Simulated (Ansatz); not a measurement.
# BH3O3: the cost of one run

All numbers are computed with Ansatz 0.2.0 through its Python package. Level of theory: r2SCAN0/def2-SVP.

### 1 The system

Bond lengths: O1–B2 1.357 Å, B2–O3 1.350 Å, B2–O4 1.372 Å, O1–H5 0.955 Å, O3–H6 0.957 Å, O4–H7 0.955 Å. Angles: O1–B2–O3 117.6°, O1–B2–O4 124.1°, O3–B2–O4 118.2°, B2–O1–H5 116.8°, B2–O3–H6 113.2°, B2–O4–H7 117.5°.

No structure file is read: the coordinates are typed or built in the script.

### 2 The code

Contents of torsion.py:

```python
import ansatz as az
from ase import Atoms


def main() -> None:
    atoms = Atoms(["O", "B", "O", "O", "H", "H", "H"], positions=[
        [-1.10354, 0.79881, 0.31398],
        [-0.01321, -0.00565, 0.23568],
        [0.50554, -0.47065, 1.39167],
        [0.58943, -0.37375, -0.94095],
        [-1.46174, 1.12073, -0.51127],
        [1.26927, -1.03212, 1.26354],
        [0.21425, -0.03737, -1.75264],
    ])

    first = az.Crystal.molecule_from_ase(atoms).calculation()
    first = first.basis(gaussian="def2-SVP").functional("r2scan0")
    first = first.relax(force_tolerance=0.02, max_steps=80)
    atoms.positions = first.run(threads=1, pin="off").report["positions_ang"]

    start = atoms.get_dihedral(2, 1, 0, 4)
    energies = {}
    for turn in range(0, 360, 30):
        turned = atoms.copy()
        turned.set_dihedral(2, 1, 0, 4, start + turn, indices=[0, 4])
        setup = az.Crystal.molecule_from_ase(turned).calculation()
        setup = setup.basis(gaussian="def2-SVP").functional("r2scan0")
        energies[round((start + turn) % 360)] = setup.run(threads=1, pin="off").report["free_energy_ev"]
    floor = min(energies.values())
    print("dihedral O2-B1-O0-H4 (deg)   E - E(min) (kcal/mol)")
    for angle, e in sorted(energies.items()):
        print(f"{angle:8d} {23.060548 * (e - floor):14.3f}  " + "#" * int(30 * (e - floor) / max(max(energies.values()) - floor, 1e-9)))


if __name__ == "__main__":
    main()
```

### 3 The calls as engine input

The engine receives this input (first run):

```yaml
crystal:
  periodic: [false, false, false]
  atoms:
    - { symbol: O, position_ang: [-1.10354, 0.79881, 0.31398] }
    - { symbol: B, position_ang: [-0.01321, -0.00565, 0.23568] }
    - { symbol: O, position_ang: [0.50554, -0.47065, 1.39167] }
    - { symbol: O, position_ang: [0.58943, -0.37375, -0.94095] }
    - { symbol: H, position_ang: [-1.46174, 1.12073, -0.51127] }
    - { symbol: H, position_ang: [1.26927, -1.03212, 1.26354] }
    - { symbol: H, position_ang: [0.21425, -0.03737, -1.75264] }
basis:
  gaussian:
    orbitals: def2-SVP
hamiltonian:
  xc: r2scan0
relax:
  f_tol: 0.02
  max_steps: 80
```

### 4 The run

On the command line:

```console
> python torsion.py
```

Q: Estimate wall time and peak memory on 1 thread of Arm Neoverse V2, shared host.

About 40 s, with a peak of 0.22 GiB.
